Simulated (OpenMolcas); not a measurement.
# CH3BF2 (borane,difluoromethyl) at B97-D (no dispersion term)/3-21G

We compute a geometry optimisation of CH3BF2 (borane,difluoromethyl). 

The calculation is run with OpenMolcas 26.06.

7 further runs of the same task are left out: 7 set aside as unsound or not needed.

**1. The system as given**

CH3BF2 has 7 atoms, charge 0, and is taken as a singlet. As SMILES, `CB(F)F`. All atoms were displaced at random from a relaxed shape. The run starts from this shape.

Bond lengths: C1–B2 1.544 Å, B2–F3 1.471 Å, B2–F4 1.360 Å, C1–H5 1.136 Å, C1–H6 1.097 Å, C1–H7 1.049 Å. Angles: C1–B2–F3 128.6°, C1–B2–F4 119.7°, F3–B2–F4 111.6°, B2–C1–H5 102.3°, B2–C1–H6 115.3°, B2–C1–H7 112.1°, H5–C1–H6 108.7°, H5–C1–H7 106.6°, H6–C1–H7 111.0°.

**2. A geometry optimisation at B97-D (no dispersion term)/3-21G**

Input file job.input:

```
&GATEWAY
  Coord
  7
  angstrom
  C       -0.171773       0.684059      -0.129537
  B        0.117225      -0.817673       0.083156
  F        0.721086      -1.479193       1.250310
  F       -0.281745      -1.719603      -0.853045
  H        0.169977       1.137660       0.853829
  H        0.384094       1.157280      -0.947727
  H       -1.199434       0.881003      -0.209356
  Basis=3-21G
  Group=NoSym
>>> EXPORT MOLCAS_MAXITER=50
>>> Do While

&SEWARD

&SCF
  KSDFT=GGA_XC_B97_D
  PrOrbitals=0

&SLAPAF
>>> EndDo
```

Started as:

```bash
$ export MOLCAS_MEM=1860
$ pymolcas job.input > job.log
```

Q: Predict the results. Wanted: total energy at the end; dipole moment; HOMO energy; LUMO energy; HOMO–LUMO gap.

Answer, from the run:

At B97-D (no dispersion term)/3-21G:

```
               quantity          value
total energy at the end  -263.01310 Eh
          dipole moment         1.76 D
            HOMO energy       -8.36 eV
            LUMO energy       -0.39 eV
          HOMO–LUMO gap        7.98 eV
```

**Reading.** At the final geometry: Bond lengths: C1–B2 1.569 Å, B2–F3 1.365 Å, B2–F4 1.367 Å, C1–H5 1.099 Å, C1–H6 1.105 Å, C1–H7 1.104 Å. Angles: C1–B2–F3 123.5°, C1–B2–F4 122.2°, F3–B2–F4 114.3°, B2–C1–H5 112.7°, B2–C1–H6 110.5°, B2–C1–H7 110.8°, H5–C1–H6 108.1°, H5–C1–H7 108.3°, H6–C1–H7 106.1°. The optimisation took 6 steps and changed the energy by -0.398 eV. Mulliken charges run from -0.95 on C1 to +0.78 on B2.
